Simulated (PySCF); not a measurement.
# C4H7BNP: the cost of one run

Computed with PySCF 2.14.0, with density-fitted response routines of our own, on a single molecule, in the gas phase or a continuum. Atoms count from 0, in the outputs and in this text.

**1. The starting structure**

14 atoms, charge 0, multiplicity 1; geometry from: GFN2-xTB. The atoms were then displaced at random by about 0.01 Å, so the start is not that level's minimum.

Bonds of the start (Å): P0–B1 1.90, B1–N2 1.43, N2–C3 1.34, C3–C4 1.39, C4–C5 1.43, C5–C6 1.37, C6–N2 1.37, P0–H7 1.39, P0–H8 1.34, B1–H9 1.18, C3–H10 1.08, C4–H11 1.06, C5–H12 1.09, C6–H13 1.06.

**2. Optimising the geometry at PBE0-D3(BJ)/def2-SVP**

The job: settings as JSON, then the geometry in Å.

```
{"job": {"xc": "PBE0", "basis": "def2-SVP", "d3": "d3bj", "grid": 1, "shake": 0.01, "kind": "geom"}, "charge": 0, "multiplicity": 1}
P      2.754650     0.797250     0.051850
B      1.358080    -0.322430     0.675260
N     -0.000940    -0.157830     0.264530
C     -1.017130    -0.922400     0.690690
C     -2.191790    -0.486210     0.098650
C     -1.833950     0.630560    -0.717340
C     -0.480810     0.789260    -0.595170
H      2.512600     0.742210    -1.315640
H      3.755780    -0.099780     0.053820
H      1.597780    -1.118660     1.512320
H     -0.904740    -1.737350     1.388370
H     -3.170500    -0.876090     0.244570
H     -2.526890     1.222220    -1.323490
H      0.140710     1.524160    -1.036180
```

Launch:

```bash
OMP_NUM_THREADS=1 python probes_run.py task.json out
```

One launch serves the whole session: the jobs run in the order shown.

Q: Estimate the wall time and peak memory of this first job on 1 thread of Intel Xeon Platinum 8259CL at 2.50GHz, shared host.

About 80 s, with a peak of 0.54 GiB.
